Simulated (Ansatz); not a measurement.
# LuSi2 (101): surface energy and levels

This session takes LuSi2 and sets out to cut the (101) surface, relax it and get its surface energy and levels.

Program: Ansatz 0.2.0. Level of theory: DFT PBEsol, scalar-relativistic, plane waves, PAW. These are calculated values, not measurements.

4 further runs of the same task are left out: 1 that didn't finish, 3 set aside as unsound or not needed.

**1. The starting structure**

The structure is hexagonal, space group P6/mmm (No. 191). Conventional cell: a = 4.056 Å, b = 4.056 Å, c = 3.688 Å, α = 90.00°, β = 90.00°, γ = 120.00°. Lu (site symmetry 6/mmm) has 12 Si at 2.98 Å as nearest neighbours. Si (site symmetry -6m2) is surrounded by 3 Si at 2.34 Å and 6 Lu at 2.98 Å.

Coordinates:

```
CELL_PARAMETERS angstrom
4.05647 0.00000 0.00000
-2.02824 3.51301 0.00000
0.00000 0.00000 3.68844
ATOMIC_POSITIONS crystal
Lu 0.00000 0.00000 0.00000
Si 0.33333 0.66667 0.50000
Si 0.66667 0.33333 0.50000
```

It is the result of an earlier relaxation at this level (volume 17.52 Å³/atom; gap on the mesh: none (metal)).

**2. The bulk in the cell of the plane**

input.yaml reads:

```yaml
crystal:
  lattice:
    - [4.0564733084, 0.0, 0.0]
    - [-2.0282366542, 5.0937030828, 0.0]
    - [2.0282366542, 2.4228408244, 2.5438305989]
  atoms:
    - { symbol: Lu, position: [0.0, 0.0, 0.0] }
    - { symbol: Si, position: [0.8333333333, 0.5, 0.8333333333] }
    - { symbol: Si, position: [0.1666666667, 0.5, 0.1666666667] }
basis:
  ecutwfc: 420
kpoints:
  mp_grid: { grid: [9, 7, 13] }
hamiltonian:
  xc: pbesol
scf:
  occupations: { method: gaussian, width: 0.1 }
output:
  forces: true
  stress: true
  eigenvalues: true
```

The run is started by

```bash
$ ansatz run input.yaml --threads 2 --pin off --max-ram 5632MiB --backend cpu --events-out ev --progress --plain --runs-dir out
```

What it wrote, cut to the lines that bear on the results:

```text
[...]
SCF converged after 7 iterations
Free energy (F): -15855.965106 eV
[...]
E sigma→0 (E₀):  -15855.961060 eV
Entropy (-TS):   -0.008091 eV (-2.697 meV/atom)
Fermi energy:    13.656324 eV
[...]
--- Forces (eV/Å), atoms counted from 1 ---
  atom   1  Lu     0.00000000     0.00000000     0.00000000
  atom   2  Si     0.03260792    -0.00053700    -0.00222042
  atom   3  Si    -0.03260792     0.00053700     0.00222042
[...]
--- Stress (GPa, compression-positive) ---
        0.468979      -0.021647       0.098939
       -0.021647      -0.147705      -0.550844
        0.098939      -0.550843      -0.248539
  P = ⅓ Tr σ = 0.0242 GPa (0.242 kbar)
--- Band table (eV; the first three rows and the last of 410) ---
  k-point 0: bands = ["-42.5354", "-13.2512", "-13.2490", "-13.1805", "1.0163", "8.5427", "8.5949", "8.5952", "8.5966", "8.6113", "8.6113", "8.6379", "9.8785", "9.8815", "12.0883", "12.2536", "12.3440", "14.5491", "14.5540", "16.7429", "16.7448"]
[...]
```

It took 15 s on 2 threads of Arm Neoverse V1, shared host; peak memory 0.62 GiB.

Bulk reference and slab share their plane, in-plane mesh and smearing. Its energy with the smearing taken to zero: -5285.3204 eV/atom.

**3. Cutting the (101) slab**

Planes are indexed in the bulk's conventional cell (P6/mmm (No. 191)), a = 4.056 Å, b = 4.056 Å, c = 3.688 Å, α = 90.00°, β = 90.00°, γ = 120.00°.

Cut from the relaxed bulk: a (101) slab, 8.5 Å thick as cut, with 15 Å of vacuum; its outer planes are Si (top) and Si (bottom).

The slab as cut. Layers, bottom to top:

| plane | atoms per cell | height over the lowest (Å) |
| --- | --- | --- |
| 1 | Si | 0.00 |
| 2 | Lu | 0.42 |
| 3 | Si | 0.85 |
| 4 | Si | 2.54 |
| 5 | Lu | 2.97 |
| 6 | Si | 3.39 |
| 7 | Si | 5.09 |
| 8 | Lu | 5.51 |
| 9 | Si | 5.94 |
| 10 | Si | 7.63 |
| 11 | Lu | 8.06 |
| 12 | Si | 8.48 |

**4. The slab as cut, atoms at the bulk's places**

A dipole layer in the vacuum cancels the field that periodic copies would set up if the slab's two faces differ.

input.yaml reads:

```yaml
crystal:
  lattice:
    - [4.0564733084, 0.0, 0.0]
    - [-2.0282366542, 5.0937030828, 0.0]
    - [0.0, 0.0, 23.4794353297]
  atoms:
    - { symbol: Si, position: [0.448189214, 0.8963784279, 0.3194284656] }
    - { symbol: Lu, position: [0.7378270568, 0.4756541135, 0.337485619] }
    - { symbol: Si, position: [0.0274648996, 0.0549297991, 0.3555427725] }
    - { symbol: Si, position: [0.1860162707, 0.3720325415, 0.4277713862] }
    - { symbol: Lu, position: [0.4756541135, 0.9513082271, 0.4458285397] }
    - { symbol: Si, position: [0.7652919563, 0.5305839126, 0.4638856931] }
    - { symbol: Si, position: [0.9238433275, 0.847686655, 0.5361143069] }
    - { symbol: Lu, position: [0.2134811703, 0.4269623406, 0.5541714603] }
    - { symbol: Si, position: [0.5031190131, 0.0062380262, 0.5722286138] }
    - { symbol: Si, position: [0.6616703843, 0.3233407685, 0.6444572275] }
    - { symbol: Lu, position: [0.9513082271, 0.9026164541, 0.662514381] }
    - { symbol: Si, position: [0.2409460699, 0.4818921397, 0.6805715344] }
basis:
  ecutwfc: 420
kpoints:
  mp_grid: { grid: [9, 7, 1] }
hamiltonian:
  xc: pbesol
scf:
  occupations: { method: gaussian, width: 0.1 }
output:
  forces: true
  eigenvalues: true
  write_density: true
  write_potential: true
  elf: true
  volumetric_format: npy
efield:
  axis: 3
  dipole_correction: true
  ramp_width: 0.04
```

The run is started by

```bash
$ ansatz run input.yaml --threads 2 --pin off --max-ram 5632MiB --backend cpu --events-out ev --progress --plain --runs-dir out
```

What it wrote:

```text
Warning: crystal.symmetry: narrowed to the stabiliser of the k-point mesh — unitary ops 2 → 1; excluded 1 operation that carries a point of the 9×7×1 mesh (shift [0, 0, 0]) off the mesh (the run samples exactly the mesh kpoints.mp_grid names, as under crystal.symmetry.detect: false, and its converged state has the mesh's symmetry, not the crystal's; ε∞, the Born charges and the force constants of a linear response (`dielectric:` by the response, `phonons.method: dfpt`) are averaged over those of the crystal's operations that the state keeps within a tolerance, where `mesh_tensors`, `unaveraged_element` or `gamma_mean_max_change_ev_ang2` stands beside them; a row that `dielectric.field_direction` solves alone is averaged likewise, with nothing beside; a Γ-centred mesh of equal divisions is mapped onto itself by every operation and keeps the whole group, as does a half-shifted one under kpoints.further_shifts: images)
Warning: RAYON_NUM_THREADS=2 ignored (pool sized by the plan → 2); use --threads N
Engine: ansatz 0.2.0, aarch64-unknown-linux-gnu
Pseudopotentials: kind: paw
Pseudopotential: Si, paw, valence charge 4, recommended cutoff 420 eV (normal), Si.paw.azcp
Pseudopotential: Lu, paw, valence charge 25, recommended cutoff 420 eV (normal), Lu.paw.azcp
Functional definition: PBEsol
  exchange = pbesol_x
  correlation = pbesol_c
Crystal: 12 atoms, lattice volume = 485.143 Å³
Basis set: ecut = 420 eV, 9461 PW (Γ), exchange–correlation on 60×80×320 points (8 copies of the dense FFT grid, shifted against one another)
Bands: 80, of which v1, the nominal top of the filled ones, is band 66 counted from 1 (65 counted from 0)
Symmetry: 1 space group operations
k-points: 32 of 63 (time reversal used)
Non-local potential: Si, projectors of the file, l = 0: 2, l = 1: 2, l = 2: 2
Non-local potential: Lu, projectors of the file, l = 0: 3, l = 1: 2, l = 2: 2, l = 3: 3
PAW form: soft (Blöchl's): semilocal exchange-correlation on the pseudo side does not see the compensation charge
PAW frozen core: Si, regenerated for the run's functional, and the local potential with it (the file was generated under x = pbe(κ = 0.804, μ = 0.2195149727645171), c = pbe(β = 0.06672455060314922))
PAW frozen core: Lu, regenerated for the run's functional, and the local potential with it (the file was generated under x = pbe(κ = 0.804, μ = 0.2195149727645171), c = pbe(β = 0.06672455060314922))
PAW one-centre angular grid: Si, 110 points (default); XC on 64 Gauss nodes
PAW one-centre angular grid: Lu, 590 points (default); XC on 64 Gauss nodes
Initial density: superposition of atomic densities (neutral atoms: chi_scale 0, normalization atom), corrected by the library's trained network
Initial wavefunctions: pseudopotential atomic-orbital guess
Functional: x = pbesol(κ = 0.804, μ = 0.12345679012345678), c = pbesol(β = 0.046)
SCF iter   1: F=—  HF=-63421.522858 eV  |F-HF|=—  |Δ(HF+E_count)|=         —  Δρ=3.99e-3  dr2=1.15e0  ethr=1.77e-3  p=-0.000 e·Å  D=-2.27e-12 V/Å  ΔV_dip=0.00 eV  dr2_dipole=3.62e-9  V_vac-E_F(+/−)=4.05/4.05 eV  ⟨swp⟩=10.7  Hψ=14687  notcnv=0
efield: sawtooth ramp at fractional position 0.9800 (placed from the atoms, in the widest stretch of the axis that holds none; the zero of the levels goes with the place), width 0.0400; the density the first Hamiltonian is built on has a dipole p = -0.000 e·Å; the dipole correction subtracts the counter field D = -2.27e-12 V/Å, which shifts the + side's vacuum level by +0.00 eV against the − side's; the planar-averaged density in the ramp window peaks in size at 2.4e-5 e/Å³
preconditioner: auto → LDOS  [metal: Δε(μ)=0.009 eV  Ē_g=7.029 eV  σ=0.100 eV  W_gap=0.05  n_scr=86 (ndim 8)  ℏωp=16.9 eV  f_vac=0.499  D(μ)=7.80/eV (n_scr^D=42)  β→1.0]
SCF iter   2: F=—  HF=-63421.438619 eV  |F-HF|=—  |Δ(HF+E_count)|=   8.42e-2  Δρ=2.06e-3  dr2=3.58e-2  ethr=8.74e-4  p=0.000 e·Å  D=2.10e-5 V/Å  ΔV_dip=-0.00 eV  dr2_dipole=2.38e-8  V_vac-E_F(+/−)=3.90/3.90 eV  ⟨swp⟩=3.5  Hψ=3461  notcnv=0  defer=184
SCF iter   3: F=—  HF=-63421.442024 eV  |F-HF|=—  |Δ(HF+E_count)|=   3.40e-3  Δρ=1.91e-3  dr2=2.20e-2  ethr=2.71e-5  p=-0.000 e·Å  D=-1.55e-5 V/Å  ΔV_dip=0.00 eV  dr2_dipole=8.33e-10  V_vac-E_F(+/−)=3.88/3.88 eV  ⟨swp⟩=3.0  Hψ=4857  notcnv=0  defer=184
SCF iter   4: F=—  HF=-63421.437573 eV  |F-HF|=—  |Δ(HF+E_count)|=   4.45e-3  Δρ=5.64e-4  dr2=1.57e-3  ethr=1.66e-5  p=0.000 e·Å  D=4.95e-6 V/Å  ΔV_dip=-0.00 eV  dr2_dipole=4.55e-9  V_vac-E_F(+/−)=3.86/3.86 eV  ⟨swp⟩=2.0  Hψ=4681  notcnv=0  defer=184
SCF iter   5: F=—  HF=-63421.436799 eV  |F-HF|=—  |Δ(HF+E_count)|=   7.73e-4  Δρ=2.11e-4  dr2=1.78e-4  ethr=1.19e-6  p=0.000 e·Å  D=2.80e-6 V/Å  ΔV_dip=-0.00 eV  dr2_dipole=1.57e-9  V_vac-E_F(+/−)=3.86/3.86 eV  ⟨swp⟩=2.5  Hψ=5240  notcnv=0  defer=184
SCF iter   6: F=—  HF=-63421.436703 eV  |F-HF|=—  |Δ(HF+E_count)|=   9.68e-5  Δρ=5.88e-5  dr2=2.49e-5  ethr=1.35e-7  p=0.000 e·Å  D=1.09e-6 V/Å  ΔV_dip=-0.00 eV  dr2_dipole=7.16e-10  V_vac-E_F(+/−)=3.85/3.85 eV  ⟨swp⟩=2.0  Hψ=4434  notcnv=0  defer=184
SCF iter   7: F=—  HF=-63421.436932 eV  |F-HF|=—  |Δ(HF+E_count)|=   2.29e-4  Δρ=1.86e-5  dr2=3.21e-6  ethr=1.89e-8  p=0.000 e·Å  D=1.83e-7 V/Å  ΔV_dip=-0.00 eV  dr2_dipole=1.91e-10  V_vac-E_F(+/−)=3.85/3.85 eV  ⟨swp⟩=2.2  Hψ=4563  notcnv=0  defer=184
SCF iter   8: F=—  HF=-63421.436933 eV  |F-HF|=—  |Δ(HF+E_count)|=   1.16e-6  Δρ=9.24e-6  dr2=4.82e-7  ethr=2.43e-9  p=0.000 e·Å  D=6.05e-8 V/Å  ΔV_dip=-0.00 eV  dr2_dipole=1.16e-11  V_vac-E_F(+/−)=3.85/3.85 eV  ⟨swp⟩=2.0  Hψ=4504  notcnv=0  defer=184
SCF iter   9: F=-63421.436933 eV  HF=-63421.436933 eV  |F-HF|=2.44e-8  |Δ(HF+E_count)|=   1.37e-7  Δρ=4.05e-6  dr2=9.88e-8  ethr=7.58e-11  p=0.000 e·Å  D=2.55e-8 V/Å  ΔV_dip=-0.00 eV  dr2_dipole=1.73e-12  V_vac-E_F(+/−)=3.85/3.85 eV  ⟨swp⟩=23.7  Hψ=32367  notcnv=0
SCF 1 converged in 9 iterations: F = -63421.436933 eV  dr2 = 9.88e-8
WARN: The output density's exchange-correlation potential varies sharply where the density is thin. Do not read a vacuum level from v_tot or v_xc, or from such a field of the output density. On a cell that repeats whose density bears no net charge and no dipole along the vacuum's axis use v_es (v_loc + v_h of the components); under efield.dipole_correction with no amplitude use v_es + v_field, which holds any external_charges[].barrier, or the levels of the report's work_function block, which leave it out; under a non-zero efield.amplitude the vacuum is tilted and has no level; on a cell that repeats and bears such a dipole with no correction it is tilted too, and efield.dipole_correction with no amplitude gives each side of its ramp a level where efield: is served; in a cell that repeats whose density bears a net charge (total_charge, or a fill off its count) it is curved and has none; of a slab under crystal.periodic whose density bears no net charge use v_es, which has a level on each side, short of where the two are joined; of another it falls or rises all the way out and has none; of a slab beside external_charges read slab_vacuum_level instead, which it has where they leave it neutral. The grid or the basis barely resolves most such structure, and the values can differ between equally converged runs; as a rule a tighter scf.convergence.dr2_threshold does not remove it. Where the density itself ripples (under the LDA too) a higher basis.ecutwfc lessens it. The files hold the spikes' plane waves up to the density's cutoff. Files: v_tot_of_output_density and the like, and their columns of v_z.tsv (output.write_potential); v_xc_of_output_density and the like, and their columns of v_comp_z.tsv (output.write_potential_components). Measured: with its Gaussian average of σ = 0.25 Å subtracted twice, the exchange-correlation potential is over 0.1 eV at 136 of the grid points where the equally averaged density (valence and model cores) is under 1e-3 e/Å³, and 0.295 eV at the most among them, at an averaged density of 2.7e-8 e/Å³. The input density's (outcome.potential() and, of a run that writes arrays, v_tot and v_xc) is over 0.1 eV, so measured, at 117 points of its own thin density, 0.151 eV at the most. See output.write_potential in the manual, Limitations
SCF converged after 9 iterations
Free energy (F): -63421.436933 eV
Harris-Foulkes:  -63421.436933 eV  (|F-HF|=2.44e-8)
Internal energy: -63421.402504 eV  (E = F + TS)
E sigma→0 (E₀):  -63421.419718 eV
Entropy (-TS):   -0.034429 eV (-2.869 meV/atom)
Fermi energy:    3.802678 eV
Dipole field:    D = -0.000001 V/Å  (p = -0.000003 e·Å, saw-weighted, corrected)
Work function:   Φ+ = 3.8494 eV   Φ− = 3.8494 eV
Levels:          The Fermi level and band energies are counted from a zero that moves with the ramp; work functions are not
--- Per-component energies (eV) ---
  E_band       = -1104.893038
  E_kinetic    = 2012.828364
  E_local      = -128624.481804  (includes V_loc(G=0)·N_el)
  E_nonlocal   = 2528.404600
  E_hartree    = 61505.109413
  E_xc         = -1311.348872
  E_vxc        = -1415.058928  (∫ρ·V_xc dr)
  E_paw        = -33009.254631  (= ΣΔE_a)
  E_vpaw       = 1383.232543  (= ΣTr[D̂ρ^β])
  E_aug_tail   = 0.000218  (compensation charges beyond the density's cutoff)
  E_efield     = 0.000000  (sawtooth field / dipole correction)
  E_vefield    = 0.000000  (∫n·V_field dr)
  E_ewald      = 33472.319052
  E_core_change = 5.021156  (= ΣΔE_core)
  E_smearing   = -0.034429  (= −TS)
  E_closure    = 0.000000  (closes the sum)
  Σ components = -63421.436933   (vs F -63421.436933, Δ=0.00e0)
--- Forces (eV/Å), atoms counted from 1 ---
  atom   1  Si     0.00546743    -0.24487187    -0.54173069
  atom   2  Lu     0.00435419     0.16567299     1.03686546
  atom   3  Si    -0.00769340     0.29570720    -0.43788423
  atom   4  Si     0.01417126     0.06822592    -0.12184823
  atom   5  Lu    -0.00411716    -0.13434240     0.44028884
  atom   6  Si    -0.01331550    -0.12751258    -0.28815029
  atom   7  Si     0.01331520     0.12751457     0.28815088
  atom   8  Lu     0.00411735     0.13434171    -0.44028794
  atom   9  Si    -0.01417198    -0.06822584     0.12184748
  atom  10  Si     0.00769405    -0.29570934     0.43788361
  atom  11  Lu    -0.00435335    -0.16566972    -1.03686484
  atom  12  Si    -0.00546941     0.24486923     0.54172987
  max |Σ_I F_I| component: 1.31e-6 eV/Å
--- Band table (eV; the first three rows and the last of 32) ---
  k-point 0: bands = ["-52.7914", "-52.7914", "-52.3394", "-52.3362", "-23.5975", "-23.5974", "-23.4454", "-23.4450", "-23.4169", "-23.4169", "-23.1210", "-23.0896", "-23.0713", "-23.0673", "-23.0658", "-23.0258", "-8.5712", "-7.7352", "-6.7271", "-6.1755", "-3.5557", "-2.6052", "-1.7333", "-1.6222", "-1.6175", "-1.6146", "-1.6132", "-1.6048", "-1.6036", "-1.5962", "-1.5832", "-1.5831", "-1.5811", "-1.5450", "-1.5449", "-1.5431", "-1.2935", "-1.2494", "-1.2396", "-1.2368", "-1.2299", "-1.2276", "-1.2129", "-1.2062", "-1.2048", "-1.1950", "-1.1931", "-1.1888", "-1.1780", "-1.1760", "-1.0876", "-0.7075", "-0.3545", "-0.3206", "-0.1704", "0.2474", "0.3288", "0.3335", "0.6395", "1.3173", "1.3675", "1.8577", "2.2658", "2.7134", "3.0489", "3.4980", "3.5639", "4.1675", "4.3990", "4.6548", "4.9276", "5.1764", "5.4020", "5.6634", "6.0583", "6.3054", "6.3961", "6.7023", "7.1550", "7.2854"]
  k-point 1: bands = ["-52.7914", "-52.7914", "-52.3392", "-52.3363", "-23.5979", "-23.5975", "-23.4470", "-23.4466", "-23.4171", "-23.4171", "-23.1231", "-23.0967", "-23.0713", "-23.0652", "-23.0619", "-23.0243", "-8.4578", "-7.6423", "-6.6896", "-6.1860", "-3.8340", "-2.6261", "-1.7073", "-1.6312", "-1.6220", "-1.6175", "-1.6137", "-1.6127", "-1.6027", "-1.5919", "-1.5842", "-1.5840", "-1.5823", "-1.5511", "-1.5509", "-1.5453", "-1.4176", "-1.3187", "-1.2518", "-1.2466", "-1.2424", "-1.2232", "-1.2098", "-1.2091", "-1.2059", "-1.2042", "-1.1935", "-1.1894", "-1.1878", "-1.1744", "-1.1206", "-0.9273", "-0.6217", "-0.1364", "-0.0496", "0.2906", "0.4875", "0.5415", "0.8816", "1.2791", "1.5057", "1.8641", "2.0178", "2.7804", "3.2153", "3.3237", "3.5695", "3.9425", "3.9981", "4.7909", "4.9420", "5.1596", "5.3538", "5.7835", "6.0123", "6.1226", "6.2802", "6.7261", "6.7623", "6.8716"]
  k-point 2: bands = ["-52.7914", "-52.7914", "-52.3388", "-52.3367", "-23.5985", "-23.5979", "-23.4506", "-23.4500", "-23.4174", "-23.4174", "-23.1266", "-23.1084", "-23.0750", "-23.0585", "-23.0558", "-23.0215", "-8.1384", "-7.4087", "-6.6886", "-6.2186", "-4.2571", "-2.8408", "-2.0928", "-1.6544", "-1.6215", "-1.6178", "-1.6176", "-1.6126", "-1.5970", "-1.5896", "-1.5880", "-1.5877", "-1.5825", "-1.5712", "-1.5617", "-1.5614", "-1.5595", "-1.3905", "-1.2815", "-1.2621", "-1.2463", "-1.2360", "-1.2237", "-1.2146", "-1.2081", "-1.2024", "-1.1926", "-1.1879", "-1.1865", "-1.1802", "-1.1709", "-0.7904", "-0.6330", "-0.4237", "-0.0574", "0.4407", "0.8350", "0.8401", "1.2267", "1.3248", "1.5080", "1.8735", "2.0011", "2.6793", "3.1421", "3.3343", "3.4721", "3.7729", "4.3495", "4.5428", "4.7285", "5.1727", "5.2994", "5.4973", "5.7063", "6.0653", "6.1039", "6.5088", "6.6497", "6.7727"]
  k-point 31: bands = ["-52.7905", "-52.7904", "-52.3379", "-52.3356", "-23.5916", "-23.5913", "-23.4739", "-23.4737", "-23.4410", "-23.4406", "-23.1418", "-23.1291", "-23.1100", "-23.0798", "-23.0640", "-23.0156", "-6.8355", "-6.3154", "-5.9843", "-4.8851", "-4.6717", "-4.4657", "-4.1984", "-3.9356", "-1.6608", "-1.6209", "-1.6139", "-1.6105", "-1.6091", "-1.6036", "-1.5966", "-1.5936", "-1.5790", "-1.5784", "-1.5539", "-1.5511", "-1.5422", "-1.5389", "-1.4295", "-1.2758", "-1.2210", "-1.2115", "-1.2100", "-1.2055", "-1.2017", "-1.1992", "-1.1970", "-1.1925", "-1.1904", "-1.1844", "-1.1823", "-1.1788", "-1.0719", "-0.9500", "-0.5776", "0.2003", "0.4693", "0.7876", "0.9563", "1.0827", "1.3706", "1.8052", "2.1256", "2.5250", "2.7502", "3.6775", "3.9459", "4.0732", "4.5941", "5.3976", "5.8239", "5.9832", "6.0453", "6.2679", "6.3362", "6.6790", "7.0094", "7.0749", "7.3621", "7.4374"]
```

Wall time 2.2 min (2 threads of Arm Neoverse V1, shared host); peak memory 1.3 GiB.

From the log: work function 3.85 eV.

The maps below are laid out on this run's own conventional cell (a, b, c = 10.187, 4.056, 23.479 Å).

Density in a lattice plane of the grid's cell (edges 10.19 and 23.48 Å, at 0.000 of the third edge), which holds Si and Lu.

Values in e/Å³, 12 rows by 6 columns:
```
 0.00  0.00  0.00  0.00  0.00  0.00
 0.00  0.00  0.00  0.00  0.00  0.00
 0.01  0.04  0.03  0.01  0.01  0.01
11.09  0.38  0.34  0.12  0.27  0.29
 0.22  1.63  0.16  0.11  0.21  0.17
 0.26  0.18  0.12  0.22  0.20  0.48
 0.18  0.17  0.17  3.08  0.19  0.21
 0.31  0.16  0.25  0.34  3.43  0.77
 0.01  0.01  0.03  0.05  0.01  0.01
 0.00  0.00  0.00  0.00  0.00  0.00
 0.00  0.00  0.00  0.00  0.00  0.00
 0.00  0.00  0.00  0.00  0.00  0.00
```
Columns run along the first of these edges and rows up along the second, over one cell in 6 and 12 even steps from the bottom left corner. Atoms in the plane (fractional): Si at (0.45, 0.32), Lu at (0.74, 0.34), Si at (0.03, 0.36), Si at (0.19, 0.43), Lu at (0.48, 0.45), Si at (0.77, 0.46), Si at (0.92, 0.54), Lu at (0.21, 0.55), Si at (0.50, 0.57), Si at (0.66, 0.64), Lu at (0.95, 0.66), Si at (0.24, 0.68).

ELF in the same plane.

Ten even steps from '0' (0.00) to '9' (0.86):
```
0000000000
0000000000
0000000000
0011000000
0588400000
4779837423
9268356349
2121869833
7195638273
8211112888
2845791646
8967122234
3754761986
4738985522
0005885000
0000110000
0000000000
0000000000
0000000000
0000000000
```
Columns run along the first of these edges and rows up along the second, over one cell in 10 and 20 even steps from the bottom left corner. Atoms in the plane (fractional): Si at (0.45, 0.32), Lu at (0.74, 0.34), Si at (0.03, 0.36), Si at (0.19, 0.43), Lu at (0.48, 0.45), Si at (0.77, 0.46), Si at (0.92, 0.54), Lu at (0.21, 0.55), Si at (0.50, 0.57), Si at (0.66, 0.64), Lu at (0.95, 0.66), Si at (0.24, 0.68).

Both are smooth fields of the valence electrons: close to the nuclei they are not physical.

The highest ELF values outside the cores: 0.92 beside Si, off the lines to its neighbours, 1.1 Å from Si; 0.81 on the Si–Si line, 1.0 Å from Si.

[end of part 1 of 2]
